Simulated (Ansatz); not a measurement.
**C₂H₈BGeN: a ladder of functionals and wavefunction methods**

Aim: compute C₂H₈BGeN with functionals from several rungs and with coupled cluster, and see how far each lands from CCSD(T) at the basis-set limit for the atomisation energy.

The runs use Ansatz 0.2.0, Gaussian basis; functionals in def2-TZVPP, the program's frozen cores in correlated methods.

The runs, in order: PBE-D4, r2SCAN-D4, PBE0-D4, B3LYP-D4, ωB97X-V, ωB97M-V, B2PLYP; CCSD(T)/def2-TZVPP; MP2/def2-QZVPP; extrapolation to the limit.

### Step 1. The relaxed structure

An earlier PBE0-D4 in a triple-zeta def2 set relaxation fixed the geometry.

SMILES `CB1[CH2][GeH2][NH]1`, 13 atoms, charge 0, spin multiplicity 1.

Atoms are counted from 1 here; the program's logs count them from 0.

Bond lengths: C1–B2 1.567 Å, C1–H6 1.095 Å, C1–H7 1.095 Å, C1–H8 1.093 Å, B2–C3 1.615 Å, B2–N5 1.410 Å, C3–Ge4 1.956 Å, C3–H9 1.091 Å, C3–H10 1.091 Å, Ge4–N5 1.865 Å, Ge4–H11 1.543 Å, Ge4–H12 1.543 Å, N5–H13 1.006 Å. Angles: B2–C1–H6 110.4°, B2–C1–H7 110.5°, B2–C1–H8 113.8°, H6–C1–H7 105.7°, H6–C1–H8 108.0°, H7–C1–H8 108.0°, C1–B2–C3 128.3°, C1–B2–N5 127.7°, C3–B2–N5 104.0°, B2–C3–Ge4 84.6°, B2–C3–H9 115.9°, B2–C3–H10 115.9°, Ge4–C3–H9 115.4°, Ge4–C3–H10 115.4°, H9–C3–H10 108.3°, C3–Ge4–N5 77.3°, C3–Ge4–H11 119.9°, C3–Ge4–H12 119.9° and more.

### Step 2. PBE-D4 (GGA)

Input file in.yaml:

```yaml
crystal:
  periodic: [false, false, false]
  atoms:
    - {symbol: C, position_ang: [-1.401124, 1.277682, -0.706288]}
    - {symbol: B, position_ang: [-0.292359, 0.276780, -0.231143]}
    - {symbol: C, position_ang: [0.042127, -0.205962, 1.273231]}
    - {symbol: Ge, position_ang: [1.441331, -1.275572, 0.422293]}
    - {symbol: N, position_ang: [0.645751, -0.411778, -1.027173]}
    - {symbol: H, position_ang: [-1.270283, 2.251597, -0.222356]}
    - {symbol: H, position_ang: [-2.391873, 0.924918, -0.400108]}
    - {symbol: H, position_ang: [-1.417551, 1.436415, -1.787463]}
    - {symbol: H, position_ang: [-0.741122, -0.775624, 1.776276]}
    - {symbol: H, position_ang: [0.395319, 0.569039, 1.955589]}
    - {symbol: H, position_ang: [1.309163, -2.811936, 0.366876]}
    - {symbol: H, position_ang: [2.924799, -0.899741, 0.619860]}
    - {symbol: H, position_ang: [0.776023, -0.390616, -2.024795]}
basis:
  gaussian: {orbitals: def2-TZVPP}
hamiltonian: {xc: pbe, dispersion: d4}
output: {forces: true, orbitals: {seedname: orbitals}}
```

Started as:

```sh
ansatz run in.yaml --threads 2 --pin off --events-out ev --progress --plain --max-ram 32768MiB --backend cuda --devices 0, --max-vram 18GiB
```

After this run come: r2SCAN-D4 (meta-GGA); PBE0-D4 (hybrid); B3LYP-D4 (hybrid); ωB97X-V (range-separated); ωB97M-V (range-separated); B2PLYP (double hybrid); CCSD(T) in def2-TZVPP; MP2 in def2-QZVPP.

Before running them: what should the planned runs give, taken together? Wanted: atomisation energy, CCSD(T)/CBS; farthest; mean size of error, hybrid; mean size of error, range-separated; gap, smallest and largest; T1 diagnostic; triples share of the correlation energy.

As calculated:

| quantity | value |
| --- | --- |
| atomisation energy, CCSD(T)/CBS | 50.178 eV |
| functionals within 0.502 eV (1.0 %) | r2SCAN-D4, PBE0-D4, B3LYP-D4, ωB97X-V, ωB97M-V, B2PLYP |
| farthest | PBE-D4 (+0.889 eV) |
| mean size of error, hybrid | 0.163 eV |
| mean size of error, range-separated | 0.200 eV |
| gap, smallest and largest | 5.84 eV (PBE-D4), 12.19 eV (ωB97X-V) |
| T1 diagnostic | 0.0119 |
| triples share of the correlation energy | 4.0 % |

PBE-D4 misses by +0.889 eV. Double hybrids carry the basis error of their MP2 part in triple zeta, and no dispersion term here, so their miss is partly the set-up's. The reference freezes the cores and leaves out relativity and excitations past (T), and its outer-core shells are covered unevenly, so misses under about 0.502 eV can't be ranked. Hartree-Fock recovers 74 % of the binding; the rest is correlation. The gap grows from 5.8 to 12.2 eV across the functionals, mostly with the share of exact exchange. Correlated methods include outer-core shells of Ge, which these sets cover unevenly.
